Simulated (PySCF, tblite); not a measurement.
# C5H6BO4 radical: geometry, infrared bands and EPR parameters

What infrared bands and EPR parameters should C5H6BO4 radical (`[CH2]OB(C#CC(=O)O)OC`) show?

Computed with tblite 0.8.0 and PySCF 2.14.0, with density-fitted response routines of our own, on a single molecule in the gas phase. Atoms count from 0, in the outputs and in this text.

## (1) The molecule as given

16 atoms, charge 0, multiplicity 2; geometry from: force field or distance geometry start.

Bonds of the start (Å): C0–O1 1.38, O1–B2 1.49, B2–C3 1.54, C3–C4 1.21, C4–C5 1.43, C5–O6 1.26, C5–O7 1.41, B2–O8 1.48, O8–C9 1.39, C0–H10 1.10, C0–H11 1.09, O7–H12 1.01, C9–H13 1.10, C9–H14 1.12, C9–H15 1.13.

## (2) Optimising the geometry with GFN2-xTB

What the job is given:

```
{"job": {"kind": "relax", "xc": "GFN2-xTB", "basis": "xTB"}, "charge": 0, "multiplicity": 2}
C     -0.887800     2.254000    -0.033700
O     -1.600200     1.071400     0.037700
B     -0.850200     0.064800    -0.756100
C      0.668200    -0.065200    -0.513200
C      1.852900    -0.185600    -0.287600
C      3.255400    -0.322500    -0.027200
O      4.147400    -0.054100    -0.882200
O      3.592400    -0.769300     1.266700
O     -1.636400    -1.149900    -1.064600
C     -2.527100    -1.341100    -0.018100
H     -1.162900     2.718200    -0.990800
H     -1.027700     2.907400     0.830500
H      4.541300    -0.907900     1.576700
H     -2.788400    -0.386900     0.454000
H     -3.507700    -1.775400    -0.340400
H     -2.076800    -2.048900     0.736900
```

Started as:

```console
$ OMP_NUM_THREADS=1 python probes_run.py task.json out
```

One launch serves the whole session: the jobs run in the order shown.

**Question.** This job is followed by: GFN2-xTB harmonic vibrations, gas phase; UKS B3LYP, pcH-1 on B C H O, non-relativistic, mean-field spin-orbit, GIAO. What will the session give for the following? strongest single infrared mode (GFN2-xTB); zero-point energy (GFN2-xTB); g(iso) (B3LYP); ⟨S²⟩; largest a(iso) (averaged by class); potential on the surface of density 0.002 e/bohr³, 1st and 99th percentile.

**Answer**, as computed:

| quantity | value |
| --- | --- |
| strongest single infrared mode (GFN2-xTB) | 1304 cm⁻¹, 624 km/mol |
| zero-point energy (GFN2-xTB) | 66.0 kcal/mol |
| g(iso) (B3LYP) | 2.00294 |
| ⟨S²⟩ | 0.753 (exact 0.75) |
| largest a(iso) (averaged by class) | 13C on C0, 85.5 MHz |
| potential on the surface of density 0.002 e/bohr³, 1st and 99th percentile | -1.48 V and 2.45 V |

**Reading.** Relaxing lowered the energy by 2.213 eV in 183 steps; the close pair that moved most is B2–O8, from 1.479 to 1.349 Å. The lowest mode is slightly imaginary (14i cm⁻¹), a soft motion within the noise of the Hessian, so the minimum is not strictly shown. The strongest single mode, at 1304 cm⁻¹, is spread over several atoms, B2, O1, O8 among them. Unscaled tight-binding wavenumbers are off by several per cent, some by more. Its intensities can rank the bands wrongly. C0 carries the largest spin population, 0.96 e. The isotropic g lies 0.6 ppt above the free-electron value. These values are for one conformer; the search (at its own cheap level) found 2 more, at 0.93, 0.97 kcal/mol, and measured spectra average over such forms.
